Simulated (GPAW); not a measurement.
Runs of GPAW 26.7.0 on MnSi. The structure is cubic, space group P2_13 (No. 198). The conventional cell has a = 4.548 Å, b = 4.548 Å, c = 4.548 Å, α = 90.00°, β = 90.00°, γ = 90.00°. Mn (site symmetry 3) is surrounded by 7 Si at 2.30 to 2.53 Å. Si (site symmetry 3) is surrounded by 7 Mn at 2.30 to 2.53 Å. 

| task | level | potentials or basis | cell | k mesh | cutoff (eV) | maxiter | optimizer | fmax | max steps | convergence | gap on the mesh (eV) | pressure (GPa) | moment (μB) | largest force (eV/Å) |
| --- | --- | --- | --- | --- | --- | --- | --- | --- | --- | --- | --- | --- | --- | --- |
| relaxation of cell and atoms | PBEsol | PAW data sets generated in the run's folder for this functional, pw | relaxed | 4 × 4 × 4 | 600 | 150 | BFGS | 0.02 eV/Å | 60 | density=1e-05 forces=0.0001 | none | 0.1 | (a) | 0.01 |
| band structure | r2SCAN | GPAW PAW data sets (gpaw-data 1.2.1), pw | as given | 5 × 5 × 5 | 600 | 150 | - | - | - | - | - | 2.7 | 8.09 | 0.17 |
| band structure | PBE | GPAW PAW data sets (gpaw-data 1.2.1), pw | as given | 5 × 5 × 5 | 600 | 150 | - | - | - | - | - | -2.9 | 3.90 | 0.21 |
| single point | PBE | GPAW PAW data sets (gpaw-data 1.2.1), pw | as given | 4 × 4 × 4 | 450 | 120 | - | - | - | default | none | -2.9 | (c) | (b) |
| single point | LDA | the program's PAW data sets (release 1.2.1) made for this functional, pw | as given | 4 × 4 × 4 | 450 | 120 | - | - | - | default | none | -15.0 | 3.74 | 0.35 |

Alike in all rows: spin collinear, ferromagnetic start; smearing fermi-dirac 0.05 eV.

**Question.** Estimate the missing entries.

**Answer.** (a) 3.84; (b) 0.20; (c) 4.00.

Caveats: the moment fell far below its start of 4 μB, so a state of higher moment may lie lower in energy (some runs); the cutoff is short for stress and forces, so pressures can be off by a GPa or more (some runs); the moment fell far below its start of 5 μB, so a state of higher moment may lie lower in energy (some runs); each step starts from the last one's moments, so a moment once lost doesn't come back (some runs); later steps reuse the first step's grids (some runs); the PAW data sets were made with another functional, which shifts forces and pressure a little (some runs); so large a pressure means that the cell lies far from this level's equilibrium, or that cutoff or potentials fall short (some runs).

A k mesh can miss the band edges.

A gap of «none» marks a metal or a gap under the smearing width.

Not every run made on this cell is shown here.
